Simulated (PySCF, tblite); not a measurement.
# 3-fluorophenol: dynamics, then NMR shifts on frames, part 2 of 2

tblite 0.8.0 and PySCF 2.14.0. Atoms count from 0.

**5. Nuclear shieldings: 625 fs, PBE0/pcSseg-1**

What the job is given:

```
{"job": {"kind": "nmr", "xc": "PBE0", "basis": "pcSseg-1", "pop": false}, "charge": 0, "multiplicity": 1}
O      1.796900    -0.895200     0.417900
C      0.459800    -0.645600     0.409200
C     -0.373200    -1.500200     1.104700
C     -1.724200    -1.297600     1.233500
C     -2.379700    -0.246400     0.529900
C     -1.533300     0.596600    -0.139600
F     -2.045900     1.688200    -0.784300
C     -0.160000     0.449000    -0.198900
H      2.311800    -0.123200     0.254300
H      0.047700    -2.429900     1.561300
H     -2.346600    -1.865200     1.878700
H     -3.427600    -0.010300     0.699400
H      0.553700     1.148700    -0.626200
```

Level: GIAO PBE0/pcSseg-1 NMR shielding, non-relativistic, gas phase.

What it wrote:

```text
coarse grid: 11792 points
cycle   1  E = -406.0515674849  dE =  1.502e+00  |g| = 6.993e-01  |ddm| = 3.579e+00
cycle   2  E = -405.9889416448  dE =  6.263e-02  |g| = 9.379e-01  |ddm| = 1.347e+00
cycle   3  E = -406.1379464296  dE = -1.490e-01  |g| = 1.210e-01  |ddm| = 8.435e-01
cycle   4  E = -406.1411260293  dE = -3.180e-03  |g| = 4.113e-02  |ddm| = 1.401e-01
cycle   5  E = -406.1415140734  dE = -3.880e-04  |g| = 1.294e-02  |ddm| = 4.355e-02
cycle   6  E = -406.1415522283  dE = -3.815e-05  |g| = 3.966e-03  |ddm| = 1.482e-02
cycle   7  E = -406.1415560088  dE = -3.780e-06  |g| = 1.335e-03  |ddm| = 4.771e-03
final grid: 116920 points
cycle   8  E = -406.2051350752  dE = -2.584e-05  |g| = 9.689e-03  |ddm| = 3.461e-02
cycle   9  E = -406.2051121537  dE =  2.292e-05  |g| = 1.492e-02  |ddm| = 2.066e-02
cycle  10  E = -406.2051545161  dE = -4.236e-05  |g| = 9.705e-04  |ddm| = 1.253e-02
cycle  11  E = -406.2051547072  dE = -1.911e-07  |g| = 1.858e-04  |ddm| = 9.907e-04
cycle  12  E = -406.2051547129  dE = -5.779e-09  |g| = 8.680e-05  |ddm| = 2.151e-04
cycle  13  E = -406.2051547148  dE = -1.862e-09  |g| = 3.002e-05  |ddm| = 1.081e-04
cycle  14  E = -406.2051547150  dE = -2.460e-10  |g| = 3.784e-06  |ddm| = 3.020e-05
converged SCF energy = -406.2051547150

GIAO shielding tensors (ppm)
atom      isotropic    diamagn.    paramagn.     s11        s22        s33       span
  0 O      225.041     388.922    -163.881    168.592    243.659    262.874     94.282
  1 C       20.643     253.915    -233.272    -75.311     18.529    118.713    194.023
  2 C       69.340     251.329    -181.988    -12.537     52.306    168.253    180.790
  3 C       46.485     255.107    -208.622    -65.131     29.426    175.161    240.293
  4 C       69.958     257.777    -187.819    -17.082     57.490    169.465    186.547
  5 C       15.546     250.099    -234.554    -63.552     29.612     80.577    144.129
  6 F      280.042     477.592    -197.550    193.217    309.312    337.597    144.380
  7 C       78.849     256.914    -178.065     11.437     71.810    153.301    141.863
  8 H       28.130      34.069      -5.939     20.386     25.844     38.161     17.776
  9 H       24.286      28.358      -4.072     20.146     25.748     26.966      6.820
 10 H       24.245      29.536      -5.290     21.294     24.070     27.372      6.078
 11 H       24.323      29.234      -4.911     21.374     24.852     26.745      5.371
 12 H       25.082      32.313      -7.231     21.154     25.298     28.795      7.641
```

It took 27 s on 1 thread, shared host.

Key values: δ C5 171.4, C1 166.3, C3 140.4, C2 117.6, H10 7.47, H9 7.43 ppm.

**6. Shielding tensors: 800 fs, PBE0/pcSseg-1**

What the job is given:

```
{"job": {"kind": "nmr", "xc": "PBE0", "basis": "pcSseg-1", "pop": false}, "charge": 0, "multiplicity": 1}
O      1.571800    -0.901800     0.426800
C      0.275500    -0.623500     0.417000
C     -0.572200    -1.286800     1.340800
C     -1.928800    -1.055400     1.254800
C     -2.393100    -0.057700     0.427900
C     -1.560500     0.660600    -0.426700
F     -2.107000     1.602100    -1.203100
C     -0.178900     0.366300    -0.439100
H      2.180200    -0.176500     0.124900
H     -0.047000    -1.949400     2.001800
H     -2.615200    -1.537000     1.944100
H     -3.447100     0.065400     0.379000
H      0.464200     0.935000    -1.139400
```

Level: GIAO PBE0/pcSseg-1 NMR shielding, non-relativistic, gas phase.

What it wrote:

```text
coarse grid: 11792 points
cycle   1  E = -406.0486701183  dE =  1.526e+00  |g| = 7.061e-01  |ddm| = 3.560e+00
cycle   2  E = -405.9778098085  dE =  7.086e-02  |g| = 9.509e-01  |ddm| = 1.363e+00
cycle   3  E = -406.1386058358  dE = -1.608e-01  |g| = 1.277e-01  |ddm| = 8.854e-01
cycle   4  E = -406.1423743847  dE = -3.769e-03  |g| = 4.379e-02  |ddm| = 1.646e-01
cycle   5  E = -406.1428272081  dE = -4.528e-04  |g| = 1.464e-02  |ddm| = 4.951e-02
cycle   6  E = -406.1428776844  dE = -5.048e-05  |g| = 3.782e-03  |ddm| = 1.670e-02
cycle   7  E = -406.1428810061  dE = -3.322e-06  |g| = 1.312e-03  |ddm| = 4.408e-03
final grid: 116920 points
cycle   8  E = -406.2060416749  dE = -2.959e-05  |g| = 9.638e-03  |ddm| = 3.541e-02
cycle   9  E = -406.2060201301  dE =  2.154e-05  |g| = 1.461e-02  |ddm| = 2.084e-02
cycle  10  E = -406.2060607858  dE = -4.066e-05  |g| = 1.046e-03  |ddm| = 1.285e-02
cycle  11  E = -406.2060610033  dE = -2.175e-07  |g| = 1.828e-04  |ddm| = 1.101e-03
cycle  12  E = -406.2060610088  dE = -5.472e-09  |g| = 8.563e-05  |ddm| = 2.424e-04
cycle  13  E = -406.2060610105  dE = -1.688e-09  |g| = 3.186e-05  |ddm| = 1.139e-04
cycle  14  E = -406.2060610107  dE = -2.697e-10  |g| = 6.366e-06  |ddm| = 3.611e-05
converged SCF energy = -406.2060610107

GIAO shielding tensors (ppm)
atom      isotropic    diamagn.    paramagn.     s11        s22        s33       span
  0 O      203.881     390.302    -186.421    159.819    209.356    242.468     82.649
  1 C       21.491     253.458    -231.968    -71.269     16.030    119.711    190.980
  2 C       68.357     252.881    -184.524    -14.911     53.824    166.159    181.071
  3 C       51.911     255.487    -203.576    -56.235     35.249    176.719    232.954
  4 C       74.174     255.215    -181.041     -7.349     59.904    169.968    177.317
  5 C        9.554     250.804    -241.249    -81.728     26.474     83.916    165.644
  6 F      287.009     476.269    -189.261    209.769    280.302    370.954    161.185
  7 C       75.512     257.427    -181.916     11.381     69.004    146.151    134.770
  8 H       26.270      31.590      -5.321     18.855     24.665     35.289     16.433
  9 H       24.626      30.523      -5.897     21.664     24.544     27.671      6.007
 10 H       24.070      28.664      -4.594     20.996     24.861     26.353      5.357
 11 H       25.370      29.191      -3.821     21.704     26.253     28.153      6.449
 12 H       24.627      31.687      -7.060     21.131     24.850     27.900      6.769
```

It took 28 s on 1 thread, shared host.

Key values: δ C5 177.4, C1 165.4, C3 135.0, C2 118.6, H10 7.65, H9 7.09 ppm.

**7. Shielding tensors: 1000 fs, PBE0/pcSseg-1**

What the job is given:

```
{"job": {"kind": "nmr", "xc": "PBE0", "basis": "pcSseg-1", "pop": false}, "charge": 0, "multiplicity": 1}
O      1.510600    -1.002700     0.637900
C      0.223200    -0.750200     0.600900
C     -0.660000    -1.544600     1.310600
C     -2.046800    -1.351200     1.199900
C     -2.573000    -0.296400     0.466200
C     -1.655200     0.451200    -0.244800
F     -2.120600     1.558000    -0.925600
C     -0.273600     0.231800    -0.274800
H      1.970300    -0.633100    -0.125200
H     -0.250100    -2.392100     1.871400
H     -2.695500    -1.952500     1.761400
H     -3.670900    -0.055600     0.473900
H      0.342500     0.897600    -0.821200
```

With the program's defaults for keys left out, this is: GIAO PBE0/pcSseg-1 NMR shielding, non-relativistic, gas phase.

What it wrote:

```text
coarse grid: 11792 points
cycle   1  E = -406.0542776402  dE =  1.509e+00  |g| = 7.018e-01  |ddm| = 3.554e+00
cycle   2  E = -405.9897856149  dE =  6.449e-02  |g| = 9.463e-01  |ddm| = 1.352e+00
cycle   3  E = -406.1413111184  dE = -1.515e-01  |g| = 1.237e-01  |ddm| = 8.602e-01
cycle   4  E = -406.1447205414  dE = -3.409e-03  |g| = 4.067e-02  |ddm| = 1.480e-01
cycle   5  E = -406.1450982162  dE = -3.777e-04  |g| = 1.398e-02  |ddm| = 4.489e-02
cycle   6  E = -406.1451438682  dE = -4.565e-05  |g| = 3.897e-03  |ddm| = 1.607e-02
cycle   7  E = -406.1451475247  dE = -3.657e-06  |g| = 1.338e-03  |ddm| = 4.664e-03
final grid: 116920 points
cycle   8  E = -406.2083394555  dE = -2.723e-05  |g| = 9.572e-03  |ddm| = 3.366e-02
cycle   9  E = -406.2083178944  dE =  2.156e-05  |g| = 1.467e-02  |ddm| = 2.029e-02
cycle  10  E = -406.2083581603  dE = -4.027e-05  |g| = 9.865e-04  |ddm| = 1.235e-02
cycle  11  E = -406.2083583525  dE = -1.923e-07  |g| = 1.925e-04  |ddm| = 1.019e-03
cycle  12  E = -406.2083583586  dE = -6.101e-09  |g| = 8.985e-05  |ddm| = 2.362e-04
cycle  13  E = -406.2083583606  dE = -1.984e-09  |g| = 3.125e-05  |ddm| = 1.140e-04
cycle  14  E = -406.2083583609  dE = -2.608e-10  |g| = 5.457e-06  |ddm| = 3.379e-05
converged SCF energy = -406.2083583609

GIAO shielding tensors (ppm)
atom      isotropic    diamagn.    paramagn.     s11        s22        s33       span
  0 O      210.869     389.693    -178.824    159.532    221.288    251.786     92.254
  1 C       23.344     253.370    -230.026    -66.483     12.195    124.319    190.801
  2 C       71.082     252.376    -181.294    -12.100     58.911    166.434    178.534
  3 C       47.413     254.395    -206.981    -61.187     25.213    178.214    239.401
  4 C       71.718     257.111    -185.393    -11.437     61.942    164.649    176.086
  5 C        7.904     250.576    -242.672    -77.371     25.228     75.854    153.225
  6 F      270.012     477.712    -207.700    180.103    304.830    325.102    144.998
  7 C       78.260     257.410    -179.150      9.980     75.144    149.656    139.676
  8 H       27.103      33.137      -6.034     19.130     26.016     36.163     17.033
  9 H       24.531      29.224      -4.693     21.065     25.224     27.304      6.239
 10 H       24.609      29.487      -4.877     21.921     24.533     27.375      5.453
 11 H       23.893      27.962      -4.069     20.549     25.110     26.021      5.472
 12 H       25.318      33.378      -8.061     22.083     24.874     28.995      6.911
```

Run time: 28 s. Hardware: 1 thread, shared host.

Key values: δ C5 179.0, C1 163.6, C3 139.5, C2 115.8, H11 7.82, H9 7.19 ppm.

**8. Comparing the runs: NMR shifts**

Shifts (ppm) of some atoms, chosen among heavy atoms and hydrogens apart, with basis size and wall time:

```
  frame     C5     C2     C7   H11    H8     O0      F6  functions  time
 250 fs  173.8  123.3  111.1  7.18  4.66  125.4  -109.9        161  36 s
 425 fs  175.3  121.3  103.5  6.54  3.55  123.2  -116.1        161  27 s
 625 fs  171.4  117.6  108.1  7.39  3.59  111.0  -109.1        161  27 s
 800 fs  177.4  118.6  111.4  6.35  5.45  132.2  -116.1        161  28 s
1000 fs  179.0  115.8  108.7  7.82  4.61  125.2   -99.1        161  28 s
```

**9. Summary of results**

The summary covers parts 1 to 2.

```
                                        quantity                                         value
                                      thermostat                                         200 K
                   mean temperature, second half                                         194 K
         mean potential energy above the minimum                                       0.32 eV
  13C shifts against TMS (PBE0/pcSseg-1, 250 fs)  173.8, 169.7, 134.6, 123.3, 111.1, 110.8 ppm
   1H shifts against TMS (PBE0/pcSseg-1, 250 fs)              7.59, 7.18, 7.10, 6.52, 4.66 ppm
  17O shifts against H2O (PBE0/pcSseg-1, 250 fs)                                     125.4 ppm
19F shifts against CFCl3 (PBE0/pcSseg-1, 250 fs)                                    -109.9 ppm
           surface potential, 1st and 99th percentile                            -1.00 V and 2.60 V
                        range of the shift of O0                            111.0 to 132.2 ppm
```

In words: In the second half the potential energy averages 0.32 eV above the minimum; equipartition over 33 harmonic modes at 200 K would give 0.28 eV. With 13 atoms the temperature swings widely (87 to 302 K). Shifts at one fixed geometry are not the observed spectrum, which averages over the motion. In the first frame run (250 fs): The largest span, 236 ppm, is at C3, where the paramagnetic term is -203 ppm. NICS(1)zz of -26 ppm above the planar ring from C1 marks a diatropic (aromatic) ring current. At PBE0/pcSseg-1, counted by nearest atom on the grid, the HOMO lies on C4 23 %; C1, C2 about 18 % each, the LUMO on C3, C7 about 22 % each; C2, C5 about 11 % each. Across the 5 runs the shift of O0 moves most, between 111.0 (625 fs) and 132.2 ppm (800 fs).
